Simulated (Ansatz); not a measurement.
# FGeH₃SSi: one species, many methods

The task here is to estimate one member of a computed series from the others.

Method: functionals in def2-TZVPP, the program's frozen cores in correlated methods; program: Ansatz 0.2.0, Gaussian basis.

Plan: LDA (SPW92), PBE-D4, revPBE-D4, BLYP-D4, r2SCAN-D4, B97M-V, PBE0-D4, B3LYP-D4, r2SCANh-D4, r2SCAN0-D4, HSE06-D4, BHLYP-D4, CAM-B3LYP-D4, LC-ωPBE, ωB97X-V, ωB97M-V, B2PLYP, PBE-QIDH; CCSD(T)/def2-SVP; CCSD(T)/def2-TZVPP; MP2/def2-QZVPP; extrapolation to the limit; RPA on PBE.

### Structure used throughout

The geometry comes from an earlier relaxation with PBE0-D4 in a triple-zeta def2 set; it is a stationary point, not always the lowest conformer.

SMILES `F[SiH]1[S][GeH2]1`, 7 atoms, charge 0, spin multiplicity 1.

Atoms are counted from 1 here; the program's logs count them from 0.

Bond lengths: F1–Si2 1.594 Å, Si2–S3 2.093 Å, Si2–Ge4 2.290 Å, Si2–H5 1.476 Å, S3–Ge4 2.310 Å, Ge4–H6 1.531 Å, Ge4–H7 1.532 Å. Angles: F1–Si2–S3 117.6°, F1–Si2–Ge4 120.3°, F1–Si2–H5 106.6°, S3–Si2–Ge4 63.4°, S3–Si2–H5 118.6°, Ge4–Si2–H5 125.0°, Si2–S3–Ge4 62.5°, Si2–Ge4–S3 54.1°, Si2–Ge4–H6 122.4°, Si2–Ge4–H7 124.7°, S3–Ge4–H6 110.3°, S3–Ge4–H7 110.9°, H6–Ge4–H7 112.7°.

Set-up of the first run:

File in.yaml:

```yaml
crystal:
  periodic: [false, false, false]
  atoms:
    - {symbol: F, position_ang: [-0.454340, -1.649691, 1.656347]}
    - {symbol: Si, position_ang: [0.242124, -1.056271, 0.351436]}
    - {symbol: S, position_ang: [-0.979817, -0.639132, -1.296453]}
    - {symbol: Ge, position_ang: [-0.021064, 1.151859, -0.196680]}
    - {symbol: H, position_ang: [1.473917, -1.840495, 0.137370]}
    - {symbol: H, position_ang: [-1.105093, 2.030187, 0.434305]}
    - {symbol: H, position_ang: [0.905573, 1.935442, -1.131925]}
basis:
  gaussian: {orbitals: def2-TZVPP}
hamiltonian: {xc: lda}
output: {orbitals: {seedname: orbitals}}
```

The run is started by

```
$ ansatz run in.yaml --threads 2 --pin off --events-out ev --progress --plain --max-ram 4352MiB
```

Among the steps run: LDA; PBE-D4 (GGA); revPBE-D4 (GGA); BLYP-D4 (GGA); r2SCAN-D4 (meta-GGA); B97M-V (meta-GGA); B3LYP-D4 (hybrid); r2SCANh-D4 (hybrid); r2SCAN0-D4 (hybrid); HSE06-D4 (hybrid); BHLYP-D4 (hybrid); CAM-B3LYP-D4 (range-separated); LC-ωPBE (range-separated); ωB97X-V (range-separated); ωB97M-V (range-separated); B2PLYP (double hybrid); PBE-QIDH (double hybrid).

One of the session's tables, all rows but one given; the rest of the session is left out.

It belongs to the step «Frontier levels by functional». 

```
  functional  HOMO (eV)  gap (eV)
 LDA (SPW92)      -6.48      4.66
      PBE-D4      -6.34      4.77
   revPBE-D4      -6.29      4.82
     BLYP-D4      -6.18      4.71
   r2SCAN-D4      -6.59      5.25
      B97M-V      -6.62      5.26
     PBE0-D4      -7.38      6.62
    B3LYP-D4      -7.17      6.19
  r2SCANh-D4      -6.97      5.91
  r2SCAN0-D4      -7.54      6.90
    HSE06-D4      -6.99      5.86
    BHLYP-D4          ?         ?
CAM-B3LYP-D4      -8.56      8.81
     LC-ωPBE      -9.82     11.19
     ωB97X-V      -9.51     10.77
     ωB97M-V      -9.33     10.40
```

Q: Estimate the row for BHLYP-D4 from the others.

Worked estimate for «HOMO (eV)». Against the share of exact exchange, BLYP-D4 (0, -6.18), B3LYP-D4 (0.2, -7.17) give a slope of -4.95 per unit share; at 0.5 the line stands at -8.65.

The run gave: HOMO (eV): -8.27; gap (eV): 8.38. In «HOMO (eV)» the line misses by -0.38.
